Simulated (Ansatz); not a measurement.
# CH3AlF2 (SMILES [CH3][Al]([F])[F]): MP2/def2-SVPD

What is the vertical ionisation energy of CH3AlF2 at MP2/def2-SVPD? 

The results are computed with Ansatz 0.2.0.

46 further runs of the same task are left out: 46 set aside as unsound or not needed.

### Step 1. The molecule

CH3AlF2 has 7 atoms, charge 0, and is taken as a singlet. As SMILES, `[CH3][Al]([F])[F]`. Geometry: relaxed at PBE0-D4/def2-TZVP.

Bond lengths: C1–Al2 1.926 Å, Al2–F3 1.644 Å, Al2–F4 1.644 Å, C1–H5 1.091 Å, C1–H6 1.093 Å, C1–H7 1.093 Å. Angles: C1–Al2–F3 121.5°, C1–Al2–F4 122.4°, F3–Al2–F4 116.1°, Al2–C1–H5 111.8°, Al2–C1–H6 110.6°, Al2–C1–H7 110.6°, H5–C1–H6 108.4°, H5–C1–H7 108.4°, H6–C1–H7 106.8°.

### Step 2. The energy at MP2/def2-SVPD

input.yaml

```yaml
basis:
  gaussian: {orbitals: def2-SVPD}
crystal:
  periodic: [false, false, false]
  atoms:
    - {symbol: C, position_ang: [-0.253600, 0.825900, -0.238700]}
    - {symbol: Al, position_ang: [0.293100, -0.956200, 0.245500]}
    - {symbol: F, position_ang: [1.513200, -1.219500, 1.315500]}
    - {symbol: F, position_ang: [-0.423400, -2.297600, -0.378600]}
    - {symbol: H, position_ang: [-1.075800, 0.816000, -0.956100]}
    - {symbol: H, position_ang: [-0.573400, 1.384500, 0.645100]}
    - {symbol: H, position_ang: [0.581100, 1.378900, -0.678200]}
correlation: {method: mp2, frozen_orbitals: {Al: 5, C: 1, F: 1, H: 0}}
accuracy: high
```

Command:

```console
$ ansatz run input.yaml --threads 1 --pin off --max-ram 3480MiB --events-out events.jsonl --progress --plain --runs-dir runs
```

Log:

```text
Warning: RAYON_NUM_THREADS=1 ignored (pool sized by the plan → 1); use --threads N
Functional definition: HF
  name "HF"
  exchange = exact_x
  correlation = 0
2236 factors; integrals over basis functions are off by at most 3.2e-9 eV
mean field evaluation 1: about -13067.0636 eV, gradient 4.2e1 eV
mean field evaluation 2: about -13067.0700 eV, gradient 4.2e1 eV
mean field evaluation 4: about -13070.3344 eV, gradient 2.4e0 eV
mean field evaluation 8: about -13070.3584 eV, gradient 2.2e-4 eV
mean field -13070.35836584 eV, -480.3268105376 hartree, gradient 1.4e-8 eV, S^2 0.000000; 0 other end points of the search recorded, 0 dependent functions left out
8 core orbitals not correlated: weight in the atoms' cores, before any rotation towards them, 1.000 or more for the frozen orbitals, at most 0.000 for the correlated occupied ones
reference -13070.35836584 eV, -480.3268105376 hartree; 12, 12 occupied and 94, 94 virtual orbitals, 2236 factors
second order -16.59101071 eV of doubles, -0.00000000 eV of singles
Total energy: -13086.94937655 eV, -480.9365189354 hartree
```

Wall time 4.8 s (1 thread of Arm Neoverse V1, shared host); peak memory 0.34 GiB.

### Step 3. The doublet cation

in.yaml

```yaml
crystal:
  periodic: [false, false, false]
  atoms:
    - {symbol: C, position_ang: [-0.253600, 0.825900, -0.238700]}
    - {symbol: Al, position_ang: [0.293100, -0.956200, 0.245500]}
    - {symbol: F, position_ang: [1.513200, -1.219500, 1.315500]}
    - {symbol: F, position_ang: [-0.423400, -2.297600, -0.378600]}
    - {symbol: H, position_ang: [-1.075800, 0.816000, -0.956100]}
    - {symbol: H, position_ang: [-0.573400, 1.384500, 0.645100]}
    - {symbol: H, position_ang: [0.581100, 1.378900, -0.678200]}
basis:
  gaussian:
    orbitals: def2-SVPD
total_charge: 1
magnetization:
  spin_polarized: true
  initial_magnetization: 1
correlation:
  method: mp2
  frozen_orbitals: {Al: 5, C: 1, F: 1, H: 0}
accuracy: high
```

Command:

```console
$ ansatz run in.yaml --threads 1 --pin off --max-ram 3480MiB --events-out events.jsonl --progress --plain --runs-dir runs
```

Log:

```text
Warning: RAYON_NUM_THREADS=1 ignored (pool sized by the plan → 1); use --threads N
[... 4 set-up lines as earlier in the session ...]
2238 factors; integrals over basis functions are off by at most 3.2e-9 eV
mean field evaluation 1: about -13051.7791 eV, gradient 4.6e1 eV
mean field evaluation 2: about -13051.7851 eV, gradient 4.6e1 eV
mean field evaluation 4: about -13059.1965 eV, gradient 2.5e0 eV
mean field evaluation 8: about -13059.2712 eV, gradient 1.5e-1 eV
mean field evaluation 16: about -13055.4550 eV, gradient 2.2e0 eV
mean field -13059.27168473 eV, -479.9193825216 hartree, gradient 1.8e-8 eV, S^2 0.756077; 0 other end points of the search recorded, 0 dependent functions left out
8 core orbitals not correlated: weight in the atoms' cores, before any rotation towards them, 1.000 or more for the frozen orbitals, at most 0.000 for the correlated occupied ones
reference -13059.27168473 eV, -479.9193825216 hartree; 12, 11 occupied and 94, 95 virtual orbitals, 2238 factors
second order -15.72131546 eV of doubles, -0.00000000 eV of singles
Total energy: -13074.99300019 eV, -480.4971302083 hartree
```

It took 7.5 s on 1 thread of Arm Neoverse V1, shared host; peak memory 0.41 GiB.

### Step 4. What came out

Level: MP2/def2-SVPD, 8 core orbitals frozen.

```
                                                    quantity          value
                               singlet CH3AlF2: total energy  -480.93652 Eh
singlet CH3AlF2: correlation energy (8 core orbitals frozen)     -609.7 mEh
                                doublet cation: total energy  -480.49713 Eh
 doublet cation: correlation energy (8 core orbitals frozen)     -577.7 mEh
           doublet cation: ⟨S²⟩ of the reference determinant          0.756
          vertical ionisation energy (to the doublet cation)      11.956 eV
```

**Reading.** Removing an electron at fixed nuclei costs 11.96 eV (276 kcal/mol).
